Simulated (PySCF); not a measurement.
**The bond of SnPb+, level by level**

The task here is to estimate one member of a computed series from the others.

Computed with PySCF 2.14.0. Level: Sn def2-SVP with ECP28, Pb def2-SVP with ECP60, scalar-relativistic core potentials.

The first run:

A driver script around PySCF takes these settings:

| Quantity | Value |
| --- | --- |
| atoms | Sn, Pb |
| charge | 1 |
| basis | Sn def2-SVP with ECP28, Pb def2-SVP with ECP60 |
| Hamiltonian | scalar-relativistic core potentials |
| basis functions | 52 |
| electrons treated | 43 |
| masses in u | 119.9022, 207.9766 |
| levels | PBE0, PBE, r²SCAN, TPSSh, B2PLYP, BLYP, HSE06, HF, MP2, SCS-MP2, CCSD, CCSD(T) |
| grid | 80 radial by 434 angular points |
| occupations | held fixed by the projection of orbital angular momentum |
| dissociation limit | Sn+ + Pb, each in its ground configuration |
| starting distance in angstrom | 2.845 |
| values of 2S to try | 1, 3 |

Started as:

```bash
OMP_NUM_THREADS=1 python dia.py task.json out
```

Among the steps run: The job; PBE0 along the bond; Excited determinants; PBE (GGA); r²SCAN; TPSSh; B2PLYP (double hybrid); BLYP (GGA); HSE06; UHF (mean field); Correlated methods on the Hartree–Fock reference.

One table of the session follows, with a row left open; its other results are not shown here.

Energy (eV) from each level's lowest point:

```
R (Å)    UHF  UHF-MP2  UHF-SCS-MP2  UHF-CCSD  UHF-CCSD(T)
2.469  0.797    0.800        0.753       n/a          n/a
2.584  0.333    0.337        0.301     0.386        0.403
2.699  0.091    0.096        0.071     0.125        0.136
2.785  0.013    0.016        0.003     0.031        0.037
2.871  0.000    0.000        0.000     0.000        0.000
2.957      ?        ?            ?         ?            ?
3.072  0.138    0.120        0.157     0.088        0.071
3.216  0.322    0.283        0.352     0.230        0.197
3.388  0.590    0.527        0.630     0.441        0.383
3.618  0.983    0.826        1.012       n/a          n/a
```

Q: Estimate the row for R (Å) = 2.957 from the others.

Worked estimate for «UHF». A straight line through the neighbours (2.871, 0.000) and (3.072, 0.138) gives 0.000 + (0.138 − 0.000) × (2.957 − 2.871) / (3.072 − 2.871) = 0.059; a parabola fitted to 4 rows on both sides gives 0.041.

**Answer.** UHF: 0.036; UHF-MP2: 0.030; UHF-SCS-MP2: 0.045; UHF-CCSD: 0.016; UHF-CCSD(T): 0.009. In «UHF» the line misses by +0.023 and the parabola by +0.005.
